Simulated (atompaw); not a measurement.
**Pseudopotential generation for K: PAW (atompaw), PBE**

Aim: build the potential from the settings below, then test how well it stands in for the atom: scattering, ghost states and the plane-wave cutoff that it needs.

Method: atompaw 4.2.0.5, PBE, scalar-relativistic.

**1. Starting point**

Typed settings, in words:

| Quantity | Value |
| --- | --- |
| element | potassium (K, Z = 19) |
| type | PAW |
| frozen core | [Ne] |
| valence charge | 9 |
| reference configuration | 3s2 3p6 3d0 4s0 4p1 |
| partial waves | 3s (bound); 4s (bound, empty); 3p (bound); 4p (bound); 3d (bound, empty); 3d channel at 0.95 Ry |
| local potential | vpsmatchnc scheme with l = 3 at 0 Ry, radius 2.02 bohr |
| core correction | smooth core density matched at 2.25 bohr |
| augmentation charge | besselshape compensation charge, radius 2.80 bohr; PAW radius 3.00 bohr; waves and projectors: bloechl |

The nodes and maxima of the atom's own shells, from an earlier all-electron run, set the scale for the radii.

All-electron outer shells of the reference configuration (PBE, scalar-relativistic, ld1.x):

```tsv
shell	level (eV)	outermost node (bohr)	outermost maximum (bohr)
2s	-354.90	0.11	0.32
2p	-281.61	–	0.26
3s	-36.82	0.48	1.08
3p	-20.27	0.45	1.15
4s	-2.99	1.58	3.98
4p	-1.39	1.86	5.86
3d	-0.46	–	6.40
```

**2. Generating the potential**

Input file K.input:

```
K 19
GGA-PBE scalarrelativistic loggrid 1500 logderivrange -5 5 251
4 4 3 0 0 0
4 0 0
4 1 1
3 2 0
0 0 0
c
c
v
v
c
v
v
v
2
3.00 2.80 2.02 2.25
n
n
y
0.95
n
bloechl besselshape
3 0 vpsmatchnc
PWSCFOUT
UPFDX 0.0125d0 UPFXMIN -7.d0 UPFZMESH 19.d0
END
```

Launch:

```sh
atompaw < K.input > K.log
```

What does the calculation give? Wanted: cutoffs for 10 and 1 mRy, occupied levels; bound ghosts; largest phase difference near zero energy, channels read; lowest eigenvalue of the overlap; share of valence orbitals outside the PAW sphere; UPF file.

As calculated:

```
                                                quantity                                      value
               cutoffs for 10 and 1 mRy, occupied levels                            55 Ry and 70 Ry
                                            bound ghosts                                 none found
largest phase difference near zero energy, channels read                                  0.052 rad
         lowest eigenvalue of the overlap (Bessel basis)                                  0.151 (s)
        share of valence orbitals outside the PAW sphere  3s 0 %, 4s 86 %, 3p 2 %, 4p 96 %, 3d 85 %
                                                UPF file                                not written
```

What this shows: By its cutoff, 55 Ry for the looser tolerance, it is of middling hardness. No bound ghost shows below the valence levels. Near zero energy the largest phase difference among the channels read is 0.05 rad, in the s channel. The pseudo core plus compensation charge is negative at some radii, so no UPF file was written. All of this concerns the isolated atom, not yet a solid.
